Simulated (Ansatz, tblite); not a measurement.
# The cluster In₇Sb₆F₃: one state, many levels

Aim: run the singlet of the cluster In₇Sb₆F₃ at one geometry on many levels, and compare frontier levels, spin and run time.

Method: as each input shows; program: Ansatz 0.2.0, Gaussian basis.

Plan: GFN1-xTB, PBE-D4/def2-TZVP, r2SCAN-D4/def2-TZVP, B3LYP-D4/def2-TZVP, revPBE-D4/def2-TZVP, BHLYP-D4/def2-TZVP, PBE-D4/def2-SVP, PBE0-D4/def2-SVP, MP2/def2-SVP, RPA/def2-SVP.

1 further run of the same task is left out (set aside as unsound or not needed).

## (1) The structure

The singlet was relaxed beforehand with PBE-D4/def2-SVP.

16 atoms, charge 0, spin multiplicity 1.

Bond lengths: Sb1–Sb5 2.735 Å, Sb1–In7 2.873 Å, Sb1–F14 2.165 Å, Sb2–Sb3 2.910 Å, Sb2–In7 3.086 Å, Sb2–In10 2.902 Å, Sb3–In7 2.826 Å, Sb3–In9 3.140 Å, Sb4–Sb6 2.770 Å, Sb4–In11 2.905 Å, Sb4–In12 3.101 Å, Sb5–In11 2.776 Å, Sb6–In8 3.208 Å, Sb6–In10 2.875 Å, In7–In8 3.201 Å, In7–F15 2.297 Å, In8–In11 3.045 Å, In9–In10 3.251 Å and more. Angles: Sb5–Sb1–In7 104.6°, Sb5–Sb1–F14 107.2°, In7–Sb1–F14 83.6°, Sb3–Sb2–In7 56.1°, Sb3–Sb2–In10 105.6°, In7–Sb2–In10 94.6°, Sb2–Sb3–In7 65.1°, Sb2–Sb3–In9 69.4°, In7–Sb3–In9 109.9°, Sb6–Sb4–In11 103.5°, Sb6–Sb4–In12 76.3°, In11–Sb4–In12 110.7°, Sb1–Sb5–In11 86.4°, Sb4–Sb6–In8 82.3°, Sb4–Sb6–In10 99.2°, In8–Sb6–In10 70.4°, Sb1–In7–Sb2 125.4°, Sb1–In7–Sb3 150.5° and more.

In, Sb take a core potential in the def2 sets. No spin-orbit coupling is included.

PBE0-D4/def2-TZVP was run before; its log isn't repeated, and its numbers join the tables.

## (2) GFN1-xTB

Tight binding, by tblite at 300 K electronic temperature and without a spin-polarisation term:

```python
tblite.interface.Calculator('GFN1-xTB', numbers, positions, charge=0, uhf=0).singlepoint()
```

Energy -1135.9115 eV, HOMO -6.93 eV, LUMO -6.04 eV; 0.097 s.

## (3) PBE-D4/def2-TZVP

start.molden holds the orbitals of an earlier run on this state, given as this run's starting guess.

Contents of in.yaml:

```yaml
crystal:
  periodic: [false, false, false]
  atoms:
    - {symbol: Sb, position_ang: [-3.450837, 2.103308, 0.821568]}
    - {symbol: Sb, position_ang: [-0.933193, -2.491466, 1.595701]}
    - {symbol: Sb, position_ang: [-2.163063, -2.934654, -1.004278]}
    - {symbol: Sb, position_ang: [2.916444, 2.197001, -0.093893]}
    - {symbol: Sb, position_ang: [-2.213797, 4.187948, -0.445638]}
    - {symbol: Sb, position_ang: [3.055209, 0.557047, 2.134612]}
    - {symbol: In, position_ang: [-2.106264, -0.239161, -0.158468]}
    - {symbol: In, position_ang: [-0.130494, 0.927016, 2.073377]}
    - {symbol: In, position_ang: [0.736224, -4.137951, -0.936984]}
    - {symbol: In, position_ang: [1.831356, -1.803775, 1.042502]}
    - {symbol: In, position_ang: [0.063332, 2.599547, -0.463313]}
    - {symbol: In, position_ang: [3.797008, -0.542343, -1.250685]}
    - {symbol: In, position_ang: [-0.064244, -1.144733, -3.019462]}
    - {symbol: F, position_ang: [-2.330364, 1.696066, 2.628954]}
    - {symbol: F, position_ang: [-0.555893, 0.644792, -1.604625]}
    - {symbol: F, position_ang: [1.548586, -1.618633, -1.319389]}
basis:
  gaussian: {orbitals: def2-TZVP, fitting: {mean_field: def2-universal-jkfit}, initial_orbitals: start.molden}
hamiltonian: {xc: pbe, dispersion: d4}
scf: {omitted_lower_state_checks: [starts]}
output: {orbitals: {seedname: orbitals}}
```

Run with:

```sh
$ ansatz run in.yaml --threads 2 --pin off --events-out ev --progress --plain --max-ram 32768MiB --backend cuda --devices 0, --max-vram 18GiB
```

After this run come: r2SCAN-D4/def2-TZVP; B3LYP-D4/def2-TZVP; revPBE-D4/def2-TZVP; BHLYP-D4/def2-TZVP; PBE-D4/def2-SVP; PBE0-D4/def2-SVP; MP2/def2-SVP; RPA/def2-SVP.

**Question.** What will the summary of the whole plan be? Wanted: gap in def2-TZVP, named functionals, smallest and largest; correlation energy, MP2/def2-SVP; binding an atom, functionals in def2-TZVP; PBE0 total energy, smallest basis above largest.

As calculated:

```
                                                 quantity                                 value
gap in def2-TZVP, named functionals, smallest and largest  0.70 eV (PBE-D4), 2.78 eV (BHLYP-D4)
                         correlation energy, MP2/def2-SVP                             -51.27 eV
                binding an atom, functionals in def2-TZVP   2.32 (BHLYP-D4) to 2.65 eV (PBE-D4)
          PBE0 total energy, smallest basis above largest        11.97 eV (def2-SVP, def2-TZVP)
```

Orbital gaps of the named functionals in def2-TZVP span 0.70 eV (PBE-D4) to 2.78 eV (BHLYP-D4); exact exchange widens it.
